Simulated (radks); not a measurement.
# Zr in [Kr] 4d2 5s1.75 6s0.25: an all-electron calculation

What are the levels of neutral zirconium, how large are its shells, and how does its energy divide?

Program: radks (a radial shooting solver on a logarithmic mesh, Libxc functionals) version 1. Level of theory: non-relativistic Kohn-Sham, LDA (Slater exchange, Perdew-Zunger correlation), spin-polarised, spherical densities, point nucleus; open shells are filled with parallel spins first. These are calculated values, not measurements, unless marked.

**1. What is computed**

- element: zirconium (Z = 40)
- charge: 0
- electrons: 40
- configuration: [Kr] 4d2 5s1.75 6s0.25

**2. The calculation**

The run's settings:

```text
Z 40
configuration [Kr] 4d2 5s1.75 6s0.25 5p0 5d0 7s0
relativity non-relativistic
functional lda,pz
spin polarised
nucleus point
```

What does the calculation give?

**Answer**, as computed:

```
                        quantity                   value
                    total energy     -3536.70248 hartree
exchange-correlation share of it                  3.06 %
                            −T/E                  0.9993
          highest occupied level        6s up, -0.706 eV
    most extended occupied level  6s up, <r> = 11.7 bohr
 radius at density 0.001 e/bohr³               4.95 bohr
    maxima of the radial density                       3
```

**Reading.** 6 principal shells are occupied and 3 maxima appear in the radial density; where shells overlap, one shows as a shoulder or not at all. −T/E = 0.9993, near the virial value of 1. This is not the tabulated ground configuration, so its levels and sizes aren't those of the ground state, and no measured value stands beside it.
